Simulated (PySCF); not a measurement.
# C7H9FO: the cost of one run

Computed with PySCF 2.14.0 and routines of our own; the level stands in each step. Atoms count from 0.

### Step 1. The system as given

18 atoms, charge -1, multiplicity 2; geometry from: GFN2-xTB.

### Step 2. Open-shell or spin-flip excitations: unrestricted TDDFT B3LYP/def2-SVP in N,N-dimethylformamide

Job settings and geometry (Å):

```
{"job": {"kind": "uabs", "xc": "B3LYP", "basis": "def2-SVP", "nstates": 10, "tda": false, "solvent": "N,N-dimethylformamide", "pol": false}, "charge": -1, "multiplicity": 2}
C      2.957836    -0.813196     0.013929
C      1.669989    -0.368129    -0.148295
C      1.079558     0.886553    -0.003759
C     -0.290735     0.804310    -0.307791
C     -1.350065     1.838805    -0.181403
C     -0.583423    -0.642738    -0.522298
C     -1.441045    -1.307270     0.604879
F     -2.802639    -1.159628     0.397783
O      0.666585    -1.298442    -0.532399
H      3.218081    -1.843783    -0.145504
H      3.739861    -0.124315     0.280843
H      1.612970     1.786860     0.248007
H     -2.021962     1.835689    -1.050717
H     -0.894861     2.827218    -0.106990
H     -1.991992     1.700411     0.705946
H     -1.119256    -0.871724    -1.470780
H     -1.243273    -2.384423     0.630325
H     -1.214387    -0.859883     1.576568
```

With the program's defaults for keys left out, this is: unrestricted TDDFT B3LYP/def2-SVP, vertical, IEF-PCM N,N-dimethylformamide (non-equilibrium linear response), core orbitals frozen in the response.

Started as:

```sh
$ OMP_NUM_THREADS=1 python excited_run.py task.json out
```

This one command runs all jobs of the session in turn.

**Question.** How long does this first job take on 1 thread of Arm Neoverse V1, shared host, and how much memory does it need?

About 79 s, with a peak of 0.83 GiB.
